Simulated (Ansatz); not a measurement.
HfMoC2:

```xyz
4
Lattice="3.1914 0.0000 0.0000 0.0000 3.1914 0.0000 0.0000 0.0000 4.4852" Properties=species:S:1:pos:R:3 pbc="T T T"
Hf    0.0000    0.0000    0.0000
Mo    1.5957    1.5957    2.2426
C     1.5957    1.5957    0.0000
C     0.0000    0.0000    2.2426
```

The cell comes from a database or a generator and needn't be the stable form of this composition.

Base run:

| Item | Value |
| --- | --- |
| Program | Ansatz 0.2.0 |
| Functional | PBE |
| Potentials or basis | Ansatz PAW |
| Cutoff | 420 eV |
| Density cutoff | 1680 eV |
| k mesh | 8 × 8 × 6 |
| Occupations | fermi-dirac, width 0.05 eV |
| Spin | no spin polarisation |

Its results: band gap on the k mesh none (metal or under the smearing width); pressure -1.3 GPa.

The run is repeated on the same cell with these changes: functional from PBE to PBEsol. What comes out?

Band gap on the k mesh none (metal or under the smearing width); pressure -8.9 GPa.

PBEsol binds more tightly than PBE, so the same cell stands under less pressure.

Caveats: the PAW data sets come from PBE, with cores solved anew for the run's functional, which leaves a small shift of forces and pressure (some runs).

Not every run made on this cell is shown here.
